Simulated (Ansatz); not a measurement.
# BrClH2HfO2: the cost of one run

Method: RKS PBE0-D4/def2-TZVP; program: Ansatz 0.2.0, Gaussian basis.

Levels to be run: relaxation at PBE0-D4/def2-TZVP; harmonic vibrations at the same level.

2 further runs of the same task are left out: 1 for a known fault of the program, 1 set aside as unsound or not needed. Runs told in other sessions of the task aren't counted.

## (1) The starting structure

SMILES `[OH][Hf]([OH])([Cl])[Br]`, 7 atoms, charge 0, spin multiplicity 1.

Atoms are counted from 1 here; the program's logs count them from 0.

Bond lengths: O1–Hf2 1.851 Å, O1–H6 0.962 Å, Hf2–O3 1.851 Å, Hf2–Cl4 2.253 Å, Hf2–Br5 2.441 Å, O3–H7 0.960 Å. Angles: Hf2–O1–H6 123.5°, O1–Hf2–O3 108.6°, O1–Hf2–Cl4 103.1°, O1–Hf2–Br5 114.9°, O3–Hf2–Cl4 109.9°, O3–Hf2–Br5 110.5°, Cl4–Hf2–Br5 109.7°, Hf2–O3–H7 129.4°.

The start is a GFN2-xTB geometry. Hf takes the def2 core potential; no spin-orbit term is included.

## (2) Relaxation at PBE0-D4/def2-TZVP

in.yaml

```yaml
crystal:
  periodic: [false, false, false]
  atoms:
    - {symbol: O, position_ang: [-0.935160, 1.249310, -0.433390]}
    - {symbol: Hf, position_ang: [0.413420, 0.134860, 0.170600]}
    - {symbol: O, position_ang: [0.303490, -1.470990, -0.742660]}
    - {symbol: Cl, position_ang: [-0.114350, -0.178940, 2.337920]}
    - {symbol: Br, position_ang: [2.665180, 1.062350, -0.001680]}
    - {symbol: H, position_ang: [-1.865140, 1.117660, -0.225310]}
    - {symbol: H, position_ang: [-0.467440, -1.914260, -1.105480]}
basis:
  gaussian: {orbitals: def2-TZVP}
hamiltonian: {xc: pbe0, dispersion: d4}
relax: {f_tol: 0.005, max_steps: 150}
```

Run with:

```sh
$ ansatz run in.yaml --threads 4 --pin off --events-out ev --progress --plain --max-ram 10444MiB
```

Q: Estimate wall time and peak memory on 4 threads of Intel Xeon Platinum 8488C, shared host.

About 42 s, with a peak of 0.67 GiB.
